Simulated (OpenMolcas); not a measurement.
# Re²⁺ among point charges: CASSCF and CASPT2 levels and susceptibility

Aim: the splitting of the states of Re²⁺ in the field of 4 point charges, its lowest levels with spin-orbit coupling and its magnetic susceptibility.

Method: state-averaged CASSCF and CASPT2, spin-orbit coupling by RASSI with atomic mean-field integrals. Code: OpenMolcas 26.06.

**1. The system**

```
Species                           : Re²⁺ (rhenium, Z = 75, 73 electrons)
Basis                             : ANO-RCC-VDZP [7s6p4d2f1g], 68 functions
Scalar Hamiltonian                : DKH2, point nucleus
Inactive shells                   : 1s 2s 2p 3s 3p 3d 4s 4p 4d 4f 5s 5p
Active space                      : 5 electrons in 5 orbitals (5d)
Some configurations of this space : 5d⁵
Orbitals                          : optimised for each spin and parity, averaged over all roots
```

The outer shells:

5d5
```
5d [↑ ][↑ ][↑ ][↑ ][↑ ]
```

The ion sits among 4 point charges of -1.5 e arranged as a square (D4h), 2.1 Å from the ion.

The work runs as a chain of OpenMolcas steps in one folder; each step below is one input file. Labels, J, g values, rates, χT and fits are worked out afterwards by a script from the matrices that RASSI stores. The input lists half of the charges; inversion (Group=XYZ) makes the rest.

**2. GATEWAY and SEWARD: basis and integrals**

a.inp

```
&GATEWAY
Coord
1

Re 0.0 0.0 0.0
Basis=ANO-RCC-VDZP
Group=XYZ
NoMove
AngMom=0.0 0.0 0.0
AMFI
XField
2 Angstrom 0
2.100000 0.000000 0.000000 -1.500000
0.000000 2.100000 0.000000 -1.500000
&SEWARD
```

The run is started by

```
$ OMP_NUM_THREADS=1 MOLCAS_MEM=1689 MOLCAS_PROJECT=a pymolcas a.inp > a.log
```

**3. Reference wave functions, sextets of even parity, 1 root**

a.inp

```
&RASSCF
FileOrb=start.orb
Symmetry=1
Spin=6
nActEl=5 0 0
Inactive=15 19
Ras2=5 0
CIRoot=1 1 1
SDav=1
CIMx=300
Iter=120 100
PrWF=0.3
OrbListing=Nothing
MaxOrb=0
>>> COPY $Project.JobIph JOB001
```

start.orb holds the contracted functions of the basis, ordered by shell, or the orbitals of the step before.

**4. CASSCF: quartets of even parity, 24 roots**

a.inp

```
&RASSCF
FileOrb=start.orb
Symmetry=1
Spin=4
nActEl=5 0 0
Inactive=15 19
Ras2=5 0
CIRoot=24 24 1
SDav=24
CIMx=300
Iter=120 100
PrWF=0.3
OrbListing=Nothing
MaxOrb=0
>>> COPY $Project.JobIph JOB002
```

**5. CASSCF: doublets of even parity, 75 roots**

a.inp

```
&RASSCF
FileOrb=start.orb
Symmetry=1
Spin=2
nActEl=5 0 0
Inactive=15 19
Ras2=5 0
CIRoot=75 75 1
SDav=75
CIMx=300
Iter=120 100
PrWF=0.3
OrbListing=Nothing
MaxOrb=0
>>> COPY $Project.JobIph JOB003
```

**6. State interaction with spin-orbit coupling**

a.inp

```
&RASSI
NrOfJobIphs=3 1 24 75
1
1 2 3 4 5 6 7 8 9 10 11 12 13 14 15 16 17 18 19 20 21 22 23 24
1 2 3 4 5 6 7 8 9 10 11 12 13 14 15 16 17 18 19 20 21 22 23 24 25 26 27
28 29 30 31 32 33 34 35 36 37 38 39 40 41 42 43 44 45 46 47 48 49 50 51
52 53 54 55 56 57 58 59 60 61 62 63 64 65 66 67 68 69 70 71 72 73 74 75
IphNames
JOB001
JOB002
JOB003
EJob
SpinOrbit
DIPRint=1.0
SOCoupling=1000.0
Subsets=2
Property=9
'ANGMOM' 1 'ANGMOM' 2 'ANGMOM' 3 'MLTPL  1' 1 'MLTPL  1' 2 'MLTPL  1' 3
'AMFI' 1 'AMFI' 2 'AMFI' 3
SOProperty=3
'ANGMOM' 1 'ANGMOM' 2 'ANGMOM' 3
```

**7. CASPT2: IPEA 0.25, imaginary shift 0.1 (closed shells correlated: 5s 5p)**

a.inp

```
>>> COPY JOB001 $Project.JobIph
&CASPT2
Multistate=1 1
Frozen=14 16
IPEA=0.25
Imaginary=0.1
MaxIter=60
WThr=0.0 0.3 0.05
PrWF=0.5
NoMix
>>> COPY JOB002 $Project.JobIph
&CASPT2
Multistate=24 1 2 3 4 5 6 7 8 9 10 11 12 13 14 15 16 17 18 19 20 21 22
23 24
NoMult
Frozen=14 16
IPEA=0.25
Imaginary=0.1
MaxIter=60
WThr=0.0 0.3 0.05
PrWF=0.5
NoMix
>>> COPY JOB003 $Project.JobIph
&CASPT2
Multistate=75 1 2 3 4 5 6 7 8 9 10 11 12 13 14 15 16 17 18 19 20 21 22
23 24 25 26 27 28 29 30 31 32 33 34 35 36 37 38 39 40 41 42 43 44 45 46
47 48 49 50 51 52 53 54 55 56 57 58 59 60 61 62 63 64 65 66 67 68 69 70
71 72 73 74 75
NoMult
Frozen=14 16
IPEA=0.25
Imaginary=0.1
MaxIter=60
WThr=0.0 0.3 0.05
PrWF=0.5
NoMix
```

(Steps that only read results are left out.)

What does the calculation give? Wanted: spin-free ground state; first state of the same spin within the active space; lowest level; next level.

**Answer**, as computed:

| quantity | value |
| --- | --- |
| method | SS-CASPT2, IPEA 0.25, imaginary shift 0.1 (closed shells correlated: 5s 5p) |
| spin-free ground state | 4B1, 1-fold in its orbital part |
| first state of the same spin within the active space | 4E at 9790 cm⁻¹ |
| lowest level | 2-fold E1/2, g = 0.49, 0.49, 3.18 |
| next level | 887.9 cm⁻¹ |
| χT at 300 K | 0.77 cm³ K/mol |
| effective moment at 300 K | 2.48 μB |

Cost by method:

| method | time of its own steps | time with the reference |
| --- | --- | --- |
| A. CASSCF | 27 s | 27 s |
| B. SS-CASPT2, IPEA 0.25, imaginary shift 0.1, +5s 5p | 12 s | 39 s |

Times are of one thread on a shared host.

The spin-free ground state (4B1) comes to 45 % from free-ion F terms and has less than the highest spin computed. χT at 300 K is 0.77, against 1.88 cm³ K/mol for the spin alone, so spin-orbit coupling lowers it. The field of point charges can differ much from that of real complexes. With metal d orbitals alone active, the gaps between spin states are rough; where two lie within a few thousand cm-1, their order is open. This is an electrostatic model: the charges have no orbitals.
